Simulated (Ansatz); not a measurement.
# AlSnSiH7 (SMILES [SiH3][AlH][SnH3]): revPBE/def2-SVP (core potential)

What is the electronic atomisation energy of AlSnSiH7 at revPBE/def2-SVP (core potential)? 

Program for the calculation: Ansatz 0.2.0.

44 further runs of the same task are left out: 44 set aside as unsound or not needed.

## Step 1: The structure to begin with

The species is AlSnSiH7 (10 atoms), meant as a singlet with charge 0. As SMILES, `[SiH3][AlH][SnH3]`. Geometry: relaxed at PBE0-D4/def2-TZVP.

Bond lengths: Si1–Al2 2.456 Å, Al2–Sn3 2.662 Å, Si1–H4 1.492 Å, Si1–H5 1.489 Å, Si1–H6 1.492 Å, Al2–H7 1.590 Å, Sn3–H8 1.713 Å, Sn3–H9 1.712 Å, Sn3–H10 1.713 Å. Some angles: Si1–Al2–Sn3 119.8°, Si1–Al2–H7 121.6°, Sn3–Al2–H7 118.6°, Al2–Si1–H4 109.8°, Al2–Si1–H5 114.3°, Al2–Si1–H6 109.8°, Al2–Sn3–H8 112.0°, Al2–Sn3–H9 113.4°, Al2–Sn3–H10 111.9°, H4–Si1–H5 107.9°.

## Step 2: A single-point energy at revPBE/def2-SVP (core potential)

File molecule.yaml:

```yaml
crystal:
  periodic: [false, false, false]
  atoms:
    - {symbol: Si, position_ang: [-1.727600, 1.016900, -0.987400]}
    - {symbol: Al, position_ang: [0.630900, 0.366100, -0.771800]}
    - {symbol: Sn, position_ang: [1.403800, -1.143700, 1.279600]}
    - {symbol: H, position_ang: [-2.584500, -0.202700, -1.056000]}
    - {symbol: H, position_ang: [-2.025800, 1.852500, -2.183800]}
    - {symbol: H, position_ang: [-2.154500, 1.780100, 0.221500]}
    - {symbol: H, position_ang: [1.723200, 0.824500, -1.833100]}
    - {symbol: H, position_ang: [2.608000, -0.374300, 2.224600]}
    - {symbol: H, position_ang: [0.128400, -1.541500, 2.349800]}
    - {symbol: H, position_ang: [2.081400, -2.629000, 0.759800]}
basis:
  gaussian:
    orbitals: def2-SVP
total_charge: 0
hamiltonian:
  xc: {name: revPBE}
accuracy: high
output: {orbitals: {seedname: orbitals}}
```

The run is started by

```bash
$ ansatz run molecule.yaml --threads 1 --pin off --max-ram 3480MiB --events-out events.jsonl --progress --plain --runs-dir runs
```

The log of the run:

```text
Warning: RAYON_NUM_THREADS=1 ignored (pool sized by the plan → 1); use --threads N
Functional definition: revPBE
  name "revPBE"
  parameter kappa = 1.245
  parameter beta = 0.06672455060314922
  exchange = pbe_x(kappa = kappa, mu = beta*pi^2/3)
  correlation = pbe_c(beta = beta)
2236 factors; integrals over basis functions are off by at most 3.6e-8 eV
mean field evaluation 1: about -20410.7135 eV, gradient 2.0e1 eV
mean field evaluation 2: about -20411.0380 eV, gradient 1.8e1 eV
mean field evaluation 4: about -20412.4667 eV, gradient 4.8e-1 eV
mean field evaluation 8: about -20412.4544 eV, gradient 5.3e-2 eV
mean field evaluation 16: about -20412.4544 eV, gradient 4.7e-6 eV
mean field -20412.45442164 eV, -750.1438639365 hartree, gradient 3.4e-8 eV, S^2 0.000000; 0 other end points of the search recorded, 0 dependent functions left out
reference -20412.45442760 eV, -750.1438641558 hartree; 28, 28 occupied and 69, 69 virtual orbitals, 2236 factors
Total energy: -20412.45442760 eV, -750.1438641558 hartree
```

Run time: 9.9 s. Hardware: 1 thread of Intel Xeon Platinum 8259CL at 2.50GHz (Skylake/Cascade Lake), shared host; peak memory 0.29 GiB.

## Step 3: The Al atom at the same level

File in.yaml:

```yaml
crystal:
  periodic: [false, false, false]
  atoms:
    - symbol: Al
      position_ang: [0.000000, 0.000000, 0.000000]
basis:
  gaussian: {orbitals: def2-SVP}
magnetization: {spin_polarized: true, initial_magnetization: 1}
hamiltonian: {xc: {name: revPBE}}
accuracy: high
```

The run is started by

```bash
$ ansatz run in.yaml --threads 1 --pin off --max-ram 3480MiB --events-out events.jsonl --progress --plain --runs-dir runs
```

The log of the run, cut to the lines that bear on the results:

```text
Warning: RAYON_NUM_THREADS=1 ignored (pool sized by the plan → 1); use --threads N
[... 6 set-up lines as earlier in the session ...]
142 factors; integrals over basis functions are off by at most 1.6e-9 eV
mean field evaluation 1: about -6591.3432 eV, gradient 1.5e0 eV
mean field evaluation 2: about -6591.3790 eV, gradient 3.1e-1 eV
mean field evaluation 4: about -6591.3802 eV, gradient 1.2e-1 eV
mean field evaluation 8: about -6591.3803 eV, gradient 6.0e-5 eV
mean field evaluation 16: about -6591.3803 eV, gradient 5.1e-2 eV
mean field evaluation 32: about -6591.3803 eV, gradient 2.6e-4 eV
mean field -6591.38028642 eV, -242.2287577279 hartree, gradient 8.6e-9 eV, S^2 0.753066; 3 other end points of the search recorded, 0 dependent functions left out
reference -6591.38028874 eV, -242.2287578132 hartree; 7, 6 occupied and 11, 12 virtual orbitals, 142 factors
Total energy: -6591.38028874 eV, -242.2287578132 hartree
```

It took 1.3 s on 1 thread of Intel Xeon Platinum 8259CL at 2.50GHz (Skylake/Cascade Lake), shared host; peak memory 0.11 GiB.

## Step 4: The H atom at the same level

File run.yaml:

```yaml
crystal:
  periodic: [false, false, false]
  atoms:
    - {symbol: H, position_ang: [0.000000, 0.000000, 0.000000]}
basis:
  gaussian:
    orbitals: def2-SVP
hamiltonian:
  xc: {name: revPBE}
total_charge: 0
magnetization:
  spin_polarized: true
  initial_magnetization: 1
accuracy: high
```

Run the same way, it converges to -0.50319 Eh (log not shown).

## Step 5: The Si atom

File job.yaml:

```yaml
crystal:
  periodic: [false, false, false]
  atoms:
    - {symbol: Si, position_ang: [0.000000, 0.000000, 0.000000]}
basis:
  gaussian: {orbitals: def2-SVP}
magnetization: {spin_polarized: true, initial_magnetization: 2}
hamiltonian: {xc: {name: revPBE}}
accuracy: high
```

Run the same way, it converges to -289.21696 Eh (log not shown).

## Step 6: The Sn atom

job.yaml, as its differences from that of step 5:

```diff
@@ -3,3 +3,3 @@
   atoms:
-    - {symbol: Si, position_ang: [0.000000, 0.000000, 0.000000]}
+    - {symbol: Sn, position_ang: [0.000000, 0.000000, 0.000000]}
 basis:
```

Run the same way, it converges to -214.29797 Eh (log not shown).

## Step 7: Results

Level: revPBE/def2-SVP (core potential).

```
                     quantity          value
       molecule: total energy  -750.14386 Eh
        molecule: HOMO energy       -6.16 eV
        molecule: LUMO energy       -3.11 eV
      molecule: HOMO–LUMO gap        3.05 eV
        Al atom: total energy  -242.22876 Eh
                Al atom: ⟨S²⟩          0.753
         H atom: total energy    -0.50319 Eh
                 H atom: ⟨S²⟩          0.750
        Si atom: total energy  -289.21696 Eh
                Si atom: ⟨S²⟩          2.003
        Sn atom: total energy  -214.29797 Eh
                Sn atom: ⟨S²⟩          2.002
electronic atomisation energy      23.887 eV
```

What this shows: Taking the molecule apart into free atoms costs 23.89 eV (551 kcal/mol), before zero-point energy and without spin-orbit coupling.
